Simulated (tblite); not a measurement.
# CH11FSi4: the cost of one run

Computed with tblite 0.8.0 and PySCF 2.14.0, with density-fitted response routines of our own, on a single molecule in the gas phase. Atoms are numbered from 0 throughout.

## Step 1: Starting geometry

17 atoms, charge 0, multiplicity 1; geometry from: force field or distance geometry start.

Bonds of the start (Å): F0–Si1 1.68, Si1–Si2 2.26, Si2–Si3 2.20, Si2–C4 1.83, C4–Si5 1.84, Si1–H6 1.48, Si1–H7 1.46, Si2–H8 1.48, Si3–H9 1.49, Si3–H10 1.47, Si3–H11 1.48, C4–H12 1.12, C4–H13 1.13, Si5–H14 1.45, Si5–H15 1.48, Si5–H16 1.49.

## Step 2: Geometry optimisation with GFN2-xTB

The job: settings as JSON, then the geometry in Å.

```
{"job": {"kind": "relax", "xc": "GFN2-xTB", "basis": "xTB"}, "charge": 0, "multiplicity": 1}
F     -2.833300     1.787000    -1.747300
Si    -1.599900     1.885100    -0.609700
Si    -0.454000    -0.056200    -0.742400
Si    -1.306600    -1.388500     0.786800
C      1.318500     0.338700    -0.554700
Si     2.241500    -0.726300     0.625400
H     -2.138000     1.962100     0.768100
H     -0.690100     3.001100    -0.874000
H     -0.701800    -0.605700    -2.094300
H     -1.472600    -0.596500     2.034500
H     -0.530200    -2.614000     1.020300
H     -2.692500    -1.720800     0.372800
H      1.454100     1.410500    -0.250300
H      1.822800     0.238800    -1.558600
H      1.789700    -2.100100     0.513600
H      3.679500    -0.613900     0.296400
H      2.105700    -0.189100     2.003500
```

The run is started by

```bash
> OMP_NUM_THREADS=1 python probes_run.py task.json out
```

The driver reads the jobs from task.json and runs them one after another.

**Question.** How long does this first job take on 1 thread of Arm Neoverse N1, shared host, and how much memory does it need?

About 2.3 s, with a peak of 0.18 GiB.
